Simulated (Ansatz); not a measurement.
# H3 (doublet): wave-function methods side by side at distance H1–H2 along a hydrogen transfer = 0.967 Å, cc-pVQZ

The task here is to estimate one member of a computed series from the others.

Method: cc-pVQZ, core rule «outside noble gas», up to 0 orbitals frozen; program: Ansatz 0.2.0, Gaussian basis.

To be run: UHF; CCSD(T) on ROHF; CCSD(T) on UHF; BCCD(T) on ROHF; CISD; CCSDT on ROHF; CCSDT on UHF; CASSCF and NEVPT2, 3 electrons in 3 orbitals; Full CI.

9 further runs of the same task are left out: 1 for a mislabelled method, 8 that didn't finish.

## What is computed

The geometry derives from fragments relaxed apart (PBE0/def2-TZVP) and kept rigid, so it is no stationary point. A hydrogen atom is moved between rigid fragments.

3 atoms, charge 0, spin multiplicity 2.

Atoms are counted from 1 here; the program's logs count them from 0.

Bond lengths: H2–H3 0.745 Å.

Set-up of the first run:

The input, in.yaml:

```yaml
crystal:
  periodic: [false, false, false]
  atoms:
    - {symbol: H, position_ang: [0.000000, 0.000000, -0.893000]}
    - {symbol: H, position_ang: [0.000000, 0.000000, 0.074000]}
    - {symbol: H, position_ang: [0.000000, 0.000000, 0.819000]}
basis:
  gaussian: {orbitals: cc-pVQZ}
magnetization: {spin_polarized: true, initial_magnetization: 1}
hamiltonian: {xc: hf}
output: {orbitals: {seedname: orbitals}}
```

Command:

```sh
$ ansatz run in.yaml --threads 1 --pin off --events-out ev --progress --plain --max-ram 2393MiB
```

Steps of the session up to this table: UHF; CCSD(T) on ROHF; CCSD(T) on UHF; BCCD(T) on ROHF; CISD; CCSDT on ROHF; CCSDT on UHF; CASSCF and NEVPT2, 3 electrons in 3 orbitals; Full CI.

One table of the session follows, with a row left open; its other results are not shown here.

| method | from FCI (meV) |
| --- | --- |
| ROHF | +1578.2 |
| UHF | +1406.4 |
| RMP2 | +294.9 |
| UMP2 | +290.3 |
| CISD | +15.7 |
| RCCSD | +17.3 |
| UCCSD | +15.0 |
| RCCSD(T) | +2.8 |
| UCCSD(T) | +2.7 |
| BCCD(T) | +2.7 |
| RCCSDT | 0.0 |
| UCCSDT | 0.0 |
| CASSCF valence | +965.0 |
| NEVPT2 valence | ? |
| FCI | 0 |

Estimate the missing values for NEVPT2 valence.

The run gave: from FCI (meV): +240.8. In the column «from FCI (meV)» it lies between RCCSD (+17.3) and UMP2 (+290.3).

Among the levels timed on like hardware and quicker than the yardstick, those that no quicker one beats, quickest first: NEVPT2 valence (0.84 s, +240.8 meV); BCCD(T) (2.1 s, +2.7 meV).

To keep in mind: The yardstick is full CI for this spin, exact in this basis with these frozen cores. Restricted and unrestricted rows rest on different reference determinants; where their highest levels disagree by more than a few hundredths of an eV, they describe different states and don't form one ladder.
